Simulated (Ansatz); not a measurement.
A nudged elastic band was laid between two geometries of a periodic cell of 63 atoms, C (host C, host structure diamond, one C atom removed).

Level of theory: DFT PBE-D3(BJ), scalar-relativistic, plane waves, PAW (Ansatz). Settings: PAW set soft_1, cutoff 420 eV, k mesh 2x2x2, fermi-dirac smearing 0.05 eV, no spin polarisation.

```json
{
  "movable images": "3",
  "climbing image": "yes",
  "spring": "100.0 eV/Å²",
  "optimiser": "fire",
  "start path": "default",
  "force threshold": "0.05 eV/Å",
  "iteration limit": "50",
  "end points": "relaxed"
}
```

Initial state:

```xyz
63
Lattice="7.1400 0.0000 0.0000 0.0000 7.1400 0.0000 0.0000 0.0000 7.1400" Properties=species:S:1:pos:R:3
C 3.567 0.012 -0.013
C 4.458 0.896 0.889
C 5.342 1.787 -0.013
C 6.254 2.681 0.899
C 5.353 0.002 1.782
C 6.254 0.889 2.670
C -0.003 0.002 -0.002
C 0.885 0.889 0.899
C 1.797 1.783 -0.013
C 2.681 2.674 0.889
C 3.572 3.558 -0.013
C 4.466 4.469 0.899
C 5.353 5.358 -0.002
C 6.246 6.249 0.891
C 1.786 0.002 1.787
C 2.681 0.896 2.680
C 3.569 1.785 1.785
C 4.458 2.674 2.680
C 5.353 3.568 1.787
C 6.246 4.461 2.678
C 3.572 0.012 3.582
C 4.531 0.824 4.394
C 5.342 1.783 3.582
C 6.244 2.674 4.466
C 5.342 0.012 5.352
C 6.244 0.896 6.243
C 0.002 3.568 -0.002
C 0.893 4.461 0.891
C 1.786 5.352 -0.002
C 2.673 6.241 0.899
C -0.001 1.785 1.785
C 0.885 2.681 2.670
C 1.786 3.568 1.782
C 2.673 4.469 2.670
C 3.569 5.355 1.785
C 4.466 6.241 2.670
C 0.002 0.002 3.571
C 0.895 0.896 4.466
C 1.797 1.787 3.582
C 2.608 2.746 4.394
C 3.567 3.558 3.582
C 4.458 4.459 4.466
C 5.353 5.352 3.571
C 6.254 6.241 4.458
C 1.797 0.012 5.357
C 2.608 0.824 6.315
C 4.531 2.746 6.315
C 5.342 3.558 5.357
C 6.254 4.470 6.251
C -0.001 5.355 1.785
C 0.893 6.249 2.678
C -0.003 3.568 3.571
C 0.885 4.470 4.458
C 1.786 5.358 3.571
C 2.681 6.251 4.466
C -0.001 1.785 5.355
C 0.895 2.674 6.243
C 1.797 3.558 5.352
C 2.681 4.459 6.243
C 3.569 5.355 5.355
C 4.458 6.251 6.243
C -0.001 5.355 5.355
C 0.885 6.241 6.251
```

Final state:

Only the atoms that move by more than 0.05 Å are listed.
```
C3 5.424 1.716 0.069
C11 3.501 3.639 0.069
C22 4.460 0.905 4.475
C40 2.690 2.675 4.475
C46 2.690 0.905 6.245
C47 3.501 1.716 5.286
C48 5.424 3.639 5.286
```

Task: What changes between the two ends?

Result: Contacts lost: C3–C47, C11–C47, C47–C48. Contacts made: C22–C47, C40–C47, C46–C47. The atom that moves furthest is C47, by 1.78 Å.

Task: What energy profile does the band end with?

Result: It converged. The highest image is number 2 of 0 to 4, 2.99 eV above the ends, which have the same energy within 2 meV. Neighbouring images differ by up to 1.8 eV, so the band resolves the path poorly. The order of the stationary point at the top wasn't checked.

| image | path coordinate (Å) | energy (eV) | C3–C47 (Å) | C11–C47 (Å) | C47–C48 (Å) |
| --- | --- | --- | --- | --- | --- |
| 0 | 0.00 | 0.00 | 1.50 | 1.50 | 1.50 |
| 1 | 0.49 | 1.20 | 1.64 | 1.64 | 1.64 |
| 2 | 0.98 | 2.99 | 1.94 | 1.94 | 1.94 |
| 3 | 1.47 | 1.20 | 2.34 | 2.34 | 2.33 |
| 4 | 1.96 | 0.00 | 2.72 | 2.72 | 2.72 |

Task: What is the geometry of the highest image?

Result: 
```xyz
63
Lattice="7.1400 0.0000 0.0000 0.0000 7.1400 0.0000 0.0000 0.0000 7.1400" Properties=species:S:1:pos:R:3
C 3.570 -0.006 0.020
C 4.461 0.873 0.898
C 5.337 1.692 -0.018
C 6.207 2.662 0.852
C 5.362 -0.012 1.791
C 6.259 0.886 2.671
C 0.006 -0.012 0.007
C 0.886 0.886 0.905
C 1.779 1.786 0.020
C 2.657 2.677 0.898
C 3.477 3.552 -0.018
C 4.447 4.422 0.852
C 5.340 5.332 -0.015
C 6.241 6.231 0.886
C 1.791 0.006 1.801
C 2.692 0.907 2.700
C 3.572 1.788 1.789
C 4.460 2.675 2.673
C 5.340 3.555 1.762
C 6.241 4.456 2.661
C 3.585 0.041 3.610
C 4.555 0.911 4.481
C 5.375 1.786 3.564
C 6.253 2.677 4.442
C 5.375 -0.006 5.356
C 6.253 0.872 6.247
C -0.023 3.555 -0.015
C 0.876 4.456 0.886
C 1.772 5.362 0.007
C 2.670 6.241 0.905
C -0.004 1.777 1.781
C 0.896 2.686 2.681
C 1.772 3.577 1.791
C 2.670 4.475 2.671
C 3.562 5.351 1.781
C 4.470 6.251 2.681
C 0.016 0.006 3.576
C 0.915 0.907 4.477
C 1.825 1.801 3.610
C 2.696 2.770 4.481
C 3.571 3.590 3.564
C 4.461 4.468 4.442
C 5.362 5.362 3.558
C 6.259 6.241 4.455
C 1.825 0.041 5.370
C 2.695 0.911 6.340
C 4.016 2.232 5.800
C 5.336 3.551 5.262
C 6.206 4.422 6.232
C -0.004 5.352 1.781
C 0.896 6.251 2.681
C 0.006 3.577 3.558
C 0.886 4.475 4.455
C 1.791 5.372 3.576
C 2.692 6.270 4.477
C 0.004 1.788 5.357
C 0.888 2.675 6.245
C 1.779 3.590 5.356
C 2.657 4.468 6.247
C 3.572 5.359 5.357
C 4.460 6.243 6.245
C -0.004 5.351 5.347
C 0.896 6.251 6.255
```

Run time: 12 min on 4 threads of Arm Neoverse V2, on a shared host, peak memory 2.7 GiB.
